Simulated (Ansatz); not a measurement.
**MgHCl + H₂O: a complex and its separated parts**

Aim: how far the complex at one end of a reaction step lies below its separated, relaxed parts, level by level.

The runs use Ansatz 0.2.0, Gaussian basis; PBE0-D4/def2-TZVP structures, single points in def2-TZVPP, no counterpoise correction.

Levels: SPW92, PBE-D4, BLYP-D4, r2SCAN-D4, B97M-V, PBE0-D4, B3LYP-D4, r2SCAN0-D4, BHLYP-D4, CAM-B3LYP-D4, wB97X-V, wB97M-V, B2PLYP, PBE-QIDH, RPA on PBE, Hartree-Fock, MP2, CCSD, CCSD(T).

Correlated methods freeze the cores. The outer core shell of Li, Na, Mg and K is correlated. B3LYP uses VWN-RPA correlation. B2PLYP carries no dispersion term here.

94 further runs of the same task are left out: 94 set aside as unsound or not needed.

### Step 1. Where the work starts

The complex: 6 atoms, charge 0, spin multiplicity 1.

Atoms are counted from 1 here; the program's logs count them from 0.

Bond lengths: Mg1–O2 2.063 Å, Mg1–Cl3 2.240 Å, Mg1–H5 1.702 Å, O2–H4 0.960 Å, O2–H6 0.965 Å. Angles: O2–Mg1–Cl3 91.2°, O2–Mg1–H5 114.5°, Cl3–Mg1–H5 154.4°, Mg1–O2–H4 137.9°, Mg1–O2–H6 111.8°, H4–O2–H6 110.2°.

As a file:

```
Mg    0.09115    0.65558   -0.87404
O     0.15291   -0.43073    0.87888
Cl   -1.64672   -0.54847   -1.61271
H     0.66465   -0.44505    1.69052
H     1.27057    1.87741   -0.98796
H    -0.53256   -1.10884    0.90531
```

Its parts: MgHCl holds atoms 1, 3, 5; H₂O holds atoms 2, 4, 6. Each part counts its atoms afresh in its own runs.

### Step 2. Relaxing MgHCl alone

Contents of relax-a/in.yaml:

```yaml
crystal:
  periodic: [false, false, false]
  atoms:
    - {symbol: Mg, position_ang: [0.091150, 0.655580, -0.874036]}
    - {symbol: Cl, position_ang: [-1.646717, -0.548470, -1.612707]}
    - {symbol: H, position_ang: [1.270567, 1.877414, -0.987960]}
basis:
  gaussian: {orbitals: def2-TZVP}
hamiltonian: {xc: pbe0, dispersion: d4}
relax: {f_tol: 0.005, max_steps: 200}
```

Command:

```
$ ansatz run in.yaml --threads 2 --pin off --events-out ev --progress --plain --max-ram 4352MiB
```

The runs that follow: Relaxing H₂O alone; SPW92/def2-TZVPP; PBE-D4/def2-TZVPP; BLYP-D4/def2-TZVPP; r2SCAN-D4/def2-TZVPP; B97M-V/def2-TZVPP; PBE0-D4/def2-TZVPP; B3LYP-D4/def2-TZVPP; r2SCAN0-D4/def2-TZVPP; BHLYP-D4/def2-TZVPP; CAM-B3LYP-D4/def2-TZVPP; wB97X-V/def2-TZVPP; wB97M-V/def2-TZVPP; B2PLYP/def2-TZVPP; PBE-QIDH/def2-TZVPP; RPA on PBE/def2-TZVPP; CCSD(T)/def2-TZVPP; Vibrations of MgHCl; Vibrations of H₂O.

What does the calculation give? Wanted: complex less parts, CCSD(T)/def2-TZVPP; with zero-point energy; largest T1 diagnostic.

As calculated:

| quantity | value |
| --- | --- |
| complex less parts, CCSD(T)/def2-TZVPP | -89.0 kJ/mol |
| with zero-point energy | -81.1 kJ/mol |
| largest T1 diagnostic | 0.008 |

At CCSD(T) the complex lies 89.0 kJ/mol below its parts. Among the functionals B3LYP-D4 lands nearest to CCSD(T) (-0.2 kJ/mol) and SPW92 farthest (-18.5 kJ/mol). By rung, the mean size of the error is: LDA 18.5, GGA 2.8, meta-GGA 5.7, hybrid 4.2, range-separated hybrid 4.2, double hybrid 2.5 kJ/mol. PBE-D4 gives a relative energy 1.2 kJ/mol too high, inside chemical accuracy (1 kcal/mol, 4.2 kJ/mol). No counterpoise was applied, and triple zeta lacks some correlation, so the CCSD(T) reference has a basis error of its own, and close matches with it are partly luck.
